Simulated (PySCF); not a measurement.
**[Gd(OH)4]−: how settings move a single point**

Which settings matter for [Gd(OH)4]−? Each run alters one on purpose. The structure is generated, not taken from experiment.

Computed with PySCF 2.14.0. Level: BP86, Gd lcecp-1-SVP with ECP53, O def2-SVP, H def2-SVP; scalar-relativistic core potentials, no spin–orbit coupling.

3 further runs of the same task are left out: 2 for a known fault of the program, 1 that didn't finish.

## (1) Where the work starts

9 atoms, charge -1, spin multiplicity 1.

Bond lengths: Gd1–O2 2.147 Å, Gd1–O4 2.162 Å, Gd1–O6 2.154 Å, Gd1–O8 2.149 Å, O2–H3 0.966 Å, O4–H5 0.969 Å, O6–H7 0.967 Å, O8–H9 0.967 Å. Angles: O2–Gd1–O4 110.4°, O2–Gd1–O6 110.2°, O2–Gd1–O8 109.3°, O4–Gd1–O6 108.9°, O4–Gd1–O8 107.5°, O6–Gd1–O8 110.5°, Gd1–O2–H3 170.7°, Gd1–O4–H5 146.4°, Gd1–O6–H7 158.4°, Gd1–O8–H9 160.4°.

Geometry (Å):

```xyz
9
GdH4O4
Gd    0.00875    0.00243    0.00316
O     1.25108    1.24923    1.23272
H     1.87972    1.67659    1.82919
O    -1.26973   -1.23455    1.23185
H    -2.17286   -1.40747    1.53780
O     1.22613   -1.26987   -1.23686
H     1.49682   -2.06444   -1.71711
O    -1.26213    1.24177   -1.20786
H    -1.60121    2.01875   -1.67289
```

Formal oxidation states: Gd +3. Each metal's 7 4f electrons lie in its core potential, so multiplicities, spins and levels count the valence alone. An earlier session relaxed this geometry at BP86, Gd lcecp-1-SVP with ECP53, O def2-SVP, H def2-SVP (singlet, point group C1).

The sound run used a (50, 194) grid (finer on f atoms), a threshold of 1e-8 and at most 55 cycles, and ended at -339.308321 Eh.

## (2) Altered run 1

run.py (the lines that set the calculation)

```python
mol = gto.M(atom='''
Gd     0.00919     0.00256     0.00332
O      1.31364     1.31169     1.29436
H      1.97370     1.76042     1.92065
O     -1.33321    -1.29628     1.29344
H     -2.28150    -1.47785     1.61469
O      1.28744    -1.33337    -1.29870
H      1.57166    -2.16766    -1.80297
O     -1.32524     1.30386    -1.26826
H     -1.68127     2.11969    -1.75653''',
    basis={'Gd': 'lcecp-1-SVP', 'O': 'def2-SVP', 'H': 'def2-SVP'},
    ecp={'Gd': 'lcecp-1-SVP'},
    charge=-1, spin=0)
mf = dft.RKS(mol, xc='B88,P86')
mf.grids.atom_grid = (50, 194)  # f atoms: unpruned, at least (60, 302)
mf = mf.density_fit()  # fitting sets: Gd AutoAux, O def2-universal-JKFIT, H def2-universal-JKFIT
mf.conv_tol = 1e-08; mf.max_cycle = 55
mf.kernel(dm0)  # dm0: free metal ions and neutral atoms
```

Started as:

```
OMP_NUM_THREADS=2 python run.py
```

What it wrote:

```text
init E= -347.699141143813
  HOMO = -0.016307866866541  LUMO = 0.109396266550043  gap/eV = 3.42058
cycle= 1 E= -339.008994204643  delta_E= 8.69  |g|= 1.22  |ddm|= 3.22
  HOMO = -0.17755154168711  LUMO = 0.107970770332773  gap/eV = 7.76946
cycle= 2 E= -338.276233759289  delta_E= 0.733  |g|= 2.23  |ddm|= 2.23
  HOMO = -0.0112970171612803  LUMO = 0.132526819984466  gap/eV = 3.91365
cycle= 3 E= -339.273696686261  delta_E= -0.997  |g|= 0.235  |ddm|= 1.56
  HOMO = -0.0313405978905231  LUMO = 0.122322537644898  gap/eV = 4.18139
cycle= 4 E= -339.285420311794  delta_E= -0.0117  |g|= 0.0806  |ddm|= 0.346
  HOMO = -0.0284934628133439  LUMO = 0.123801453512371  gap/eV = 4.14416
cycle= 5 E= -339.287374884143  delta_E= -0.00195  |g|= 0.0192  |ddm|= 0.12
  HOMO = -0.0294557420081862  LUMO = 0.123459853005802  gap/eV = 4.16105
cycle= 6 E= -339.287392934621  delta_E= -1.81e-05  |g|= 0.0175  |ddm|= 0.0261
  HOMO = -0.0293221203230964  LUMO = 0.123267067876551  gap/eV = 4.15216
cycle= 7 E= -339.287456499485  delta_E= -6.36e-05  |g|= 0.00168  |ddm|= 0.0132
  HOMO = -0.0294286035318429  LUMO = 0.123214501391974  gap/eV = 4.15363
cycle= 8 E= -339.287457175497  delta_E= -6.76e-07  |g|= 9.13e-05  |ddm|= 0.00159
  HOMO = -0.0294398475762397  LUMO = 0.123203427816698  gap/eV = 4.15364
cycle= 9 E= -339.287457177569  delta_E= -2.07e-09  |g|= 5.64e-05  |ddm|= 0.000139
  HOMO = -0.029435156871289  LUMO = 0.123204083928744  gap/eV = 4.15353
Extra cycle  E= -339.287457173384  delta_E= 4.19e-09  |g|= 0.000152  |ddm|= 0.000151
converged SCF energy = -339.287457173384
```

It took 4 s on 2 threads of AMD EPYC 9R45 (Zen 5), shared host.

Changed: the scale of all coordinates (1.05). It converges in 9 cycles, +0.568 eV from the sound run, with a largest force component of 1.91 eV/Å. The setting is unsound, so these numbers aren't the compound's.

## (3) Altered run 2

run.py (the lines that set the calculation)

```python
mol = gto.M(atom='''
Gd     0.00875     0.00243     0.00316
O      1.25108     1.24923     1.23272
H      1.87972     1.67659     1.82919
O     -1.26973    -1.23455     1.23185
H     -2.17286    -1.40747     1.53780
O      1.22613    -1.26987    -1.23686
H      1.49682    -2.06444    -1.71711
O     -1.26213     1.24177    -1.20786
H     -1.60121     2.01875    -1.67289''',
    basis={'Gd': 'lcecp-1-SVP', 'O': 'def2-SVP', 'H': 'def2-SVP'},
    ecp={'Gd': 'lcecp-1-SVP'},
    charge=-1, spin=0)
mf = dft.RKS(mol, xc='B88,P86')
mf.grids.atom_grid = (40, 110)  # f atoms: unpruned
mf = mf.density_fit()  # fitting sets: Gd AutoAux, O def2-universal-JKFIT, H def2-universal-JKFIT
mf.conv_tol = 1e-08; mf.max_cycle = 55
mf.kernel(dm0)  # dm0: free metal ions and neutral atoms
```

Started as:

```
OMP_NUM_THREADS=2 python run.py
```

What it wrote:

```text
init E= -347.937730350618
  HOMO = -0.0250328754512216  LUMO = 0.115042924748458  gap/eV = 3.81166
cycle= 1 E= -339.085210232492  delta_E= 8.85  |g|=  1.1  |ddm|= 3.28
  HOMO = -0.151205192991404  LUMO = 0.120807478143934  gap/eV = 7.40184
cycle= 2 E= -338.560143533531  delta_E= 0.525  |g|= 1.93  |ddm|= 1.97
  HOMO = -0.00985878631778786  LUMO = 0.138211726840311  gap/eV = 4.02920
cycle= 3 E= -339.298189831162  delta_E= -0.738  |g|= 0.227  |ddm|= 1.39
  HOMO = -0.0309218178053291  LUMO = 0.129529653827749  gap/eV = 4.36611
cycle= 4 E= -339.308503860039  delta_E= -0.0103  |g|= 0.0623  |ddm|=  0.3
  HOMO = -0.0289074134155648  LUMO = 0.130212609427087  gap/eV = 4.32988
cycle= 5 E= -339.309618470519  delta_E= -0.00111  |g|= 0.0104  |ddm|= 0.0924
  HOMO = -0.0296220078815517  LUMO = 0.129927862899549  gap/eV = 4.34157
cycle= 6 E= -339.309617371007  delta_E= 1.1e-06  |g|= 0.0112  |ddm|= 0.0163
  HOMO = -0.0294522673909504  LUMO = 0.1298406581192  gap/eV = 4.33458
cycle= 7 E= -339.309642869921  delta_E= -2.55e-05  |g|= 0.000934  |ddm|= 0.00823
  HOMO = -0.0295001041242089  LUMO = 0.129810366442825  gap/eV = 4.33506
cycle= 8 E= -339.309643076123  delta_E= -2.06e-07  |g|= 7.76e-05  |ddm|= 0.000945
  HOMO = -0.0295101024178758  LUMO = 0.12980134775972  gap/eV = 4.33509
cycle= 9 E= -339.309643077268  delta_E= -1.15e-09  |g|= 4.12e-05  |ddm|= 9.8e-05
  HOMO = -0.0295101578062862  LUMO = 0.12980085244962  gap/eV = 4.33507
Extra cycle  E= -339.309643075483  delta_E= 1.78e-09  |g|= 0.000102  |ddm|= 0.000102
converged SCF energy = -339.309643075483
```

Run time: 3.4 s. Hardware: 2 threads of AMD EPYC 9R45 (Zen 5), shared host.

Changed: the integration grid, to (40, 110). It converges in 9 cycles, -0.036 eV from the sound run, with a largest force component of 0.13 eV/Å. The setting is unsound, so these numbers aren't the compound's.

## (4) Altered run 3

run.py (the lines that set the calculation), as its differences from that of step 3:

```diff
@@ -7,3 +7,3 @@
 O      1.22613    -1.26987    -1.23686
-H      1.49682    -2.06444    -1.71711
+H      0.39610    -0.53557    -0.44463
 O     -1.26213     1.24177    -1.20786
@@ -14,5 +14,5 @@
 mf = dft.RKS(mol, xc='B88,P86')
-mf.grids.atom_grid = (40, 110)  # f atoms: unpruned
+mf.grids.atom_grid = (50, 194)  # f atoms: unpruned, at least (60, 302)
 mf = mf.density_fit()  # fitting sets: Gd AutoAux, O def2-universal-JKFIT, H def2-universal-JKFIT
-mf.conv_tol = 1e-08; mf.max_cycle = 55
+mf.conv_tol = 1e-08; mf.max_cycle = 70
 mf.kernel(dm0)  # dm0: free metal ions and neutral atoms
```

Started as:

```
OMP_NUM_THREADS=2 python run.py
```

What it wrote:

```text
init E= -347.1222142836
  HOMO = -0.0136790531700572  LUMO = 0.0905473866849533  gap/eV = 2.83615
cycle= 1 E= -337.720690207987  delta_E=  9.4  |g|= 1.26  |ddm|= 4.18
  HOMO = -0.114472797172203  LUMO = 0.0985423553397808  gap/eV = 5.79644
cycle= 2 E= -336.623993359637  delta_E=  1.1  |g|= 2.55  |ddm|= 2.65
  HOMO = 0.0539049128763447  LUMO = 0.111510956427487  gap/eV = 1.56754
cycle= 3 E= -337.598905504161  delta_E= -0.975  |g|= 1.38  |ddm|= 2.73
  HOMO = 0.00562223528934927  LUMO = 0.108890223802625  gap/eV = 2.81007
cycle= 4 E= -338.008769405389  delta_E= -0.41  |g|= 0.21  |ddm|= 1.08
  HOMO = -0.017349187194385  LUMO = 0.0916626215999408  gap/eV = 2.96636
cycle= 5 E= -338.014883618301  delta_E= -0.00611  |g|= 0.129  |ddm|= 0.243
  HOMO = -0.0126442265068662  LUMO = 0.100647459481305  gap/eV = 3.08282
cycle= 6 E= -338.018855906916  delta_E= -0.00397  |g|= 0.025  |ddm|= 0.162
  HOMO = -0.014413369861893  LUMO = 0.0992396747616873  gap/eV = 3.09266
cycle= 7 E= -338.018899310652  delta_E= -4.34e-05  |g|= 0.0202  |ddm|= 0.0336
  HOMO = -0.0149111043774318  LUMO = 0.0986771589818964  gap/eV = 3.09089
cycle= 8 E= -338.018973832261  delta_E= -7.45e-05  |g|= 0.00686  |ddm|= 0.0166
  HOMO = -0.0149813104592491  LUMO = 0.098929830549956  gap/eV = 3.09968
cycle= 9 E= -338.018985177588  delta_E= -1.13e-05  |g|= 0.000561  |ddm|= 0.00793
  HOMO = -0.0149601682538499  LUMO = 0.098929208917486  gap/eV = 3.09909
cycle= 10 E= -338.018985248434  delta_E= -7.08e-08  |g|= 0.000253  |ddm|= 0.000861
  HOMO = -0.0149562598070715  LUMO = 0.0989304856627626  gap/eV = 3.09902
cycle= 11 E= -338.01898525342  delta_E= -4.99e-09  |g|= 0.000204  |ddm|= 0.000336
  HOMO = -0.014956431304686  LUMO = 0.0989310609990106  gap/eV = 3.09904
cycle= 12 E= -338.018985262024  delta_E= -8.6e-09  |g|= 3.81e-05  |ddm|= 0.00016
  HOMO = -0.0149693862047139  LUMO = 0.0989311514450044  gap/eV = 3.09939
Extra cycle  E= -338.018985251706  delta_E= 1.03e-08  |g|= 0.000217  |ddm|= 0.000234
converged SCF energy = -338.018985251706
```

Wall time 4.8 s (2 threads of AMD EPYC 9R45 (Zen 5), shared host).

Changed: one atom's place (atom 7 put 0.8 Å from the metal); the cycle limit is 70. It converges in 12 cycles, +35.085 eV from the sound run, with a largest force component of 92.13 eV/Å. The setting is unsound, so these numbers aren't the compound's.

## (5) Altered run 4

run.py (the lines that set the calculation), as its differences from that of step 4:

```diff
@@ -7,3 +7,3 @@
 O      1.22613    -1.26987    -1.23686
-H      0.39610    -0.53557    -0.44463
+H      1.49682    -2.06444    -1.71711
 O     -1.26213     1.24177    -1.20786
@@ -16,3 +16,3 @@
 mf = mf.density_fit()  # fitting sets: Gd AutoAux, O def2-universal-JKFIT, H def2-universal-JKFIT
-mf.conv_tol = 1e-08; mf.max_cycle = 70
+mf.conv_tol = 0.001; mf.max_cycle = 55
 mf.kernel(dm0)  # dm0: free metal ions and neutral atoms
```

Started as:

```
OMP_NUM_THREADS=2 python run.py
```

What it wrote:

```text
init E= -347.937124387067
  HOMO = -0.0249992764627579  LUMO = 0.11530987139751  gap/eV = 3.81801
cycle= 1 E= -339.08497887377  delta_E= 8.85  |g|=  1.1  |ddm|= 3.28
  HOMO = -0.150494295070475  LUMO = 0.121179368825906  gap/eV = 7.39262
cycle= 2 E= -338.562484918611  delta_E= 0.522  |g|= 1.93  |ddm|= 1.97
  HOMO = -0.0096031315629743  LUMO = 0.138618421821629  gap/eV = 4.03331
cycle= 3 E= -339.296855253592  delta_E= -0.734  |g|= 0.227  |ddm|= 1.38
  HOMO = -0.0306788613799983  LUMO = 0.129948537209049  gap/eV = 4.37089
cycle= 4 E= -339.307187554053  delta_E= -0.0103  |g|= 0.0621  |ddm|=  0.3
  HOMO = -0.0286613975297688  LUMO = 0.130617058656043  gap/eV = 4.33419
cycle= 5 E= -339.308296265559  delta_E= -0.00111  |g|= 0.0105  |ddm|= 0.0923
  HOMO = -0.0293813522533654  LUMO = 0.130327011079093  gap/eV = 4.34589
cycle= 6 E= -339.308295273293  delta_E= 9.92e-07  |g|= 0.0112  |ddm|= 0.0163
  HOMO = -0.0284989108734406  LUMO = 0.130169898979261  gap/eV = 4.31760
Extra cycle  E= -339.308143539035  delta_E= 0.000152  |g|= 0.0296  |ddm|= 0.0284
converged SCF energy = -339.308143539035
```

Run time: 3.6 s. Hardware: 2 threads of AMD EPYC 9R45 (Zen 5), shared host.

Changed: the SCF threshold (0.001). It converges in 6 cycles, +0.005 eV from the sound run, with a largest force component of 0.06 eV/Å. The result survives the change.

## (6) Side by side

| run | changed | ending | energy change (eV) | cycles | time | usable |
| --- | --- | --- | --- | --- | --- | --- |
| 1 | the scale of all coordinates | converged | +0.568 | 9 | 4 s | no |
| 2 | the integration grid | converged | -0.036 | 9 | 3.4 s | no |
| 3 | one atom's place | converged | +35.085 | 12 | 4.8 s | no |
| 4 | the SCF threshold | converged | +0.005 | 6 | 3.6 s | yes |

1 of 4 altered runs gives a usable result. 3 ended normally with numbers unfit to quote.
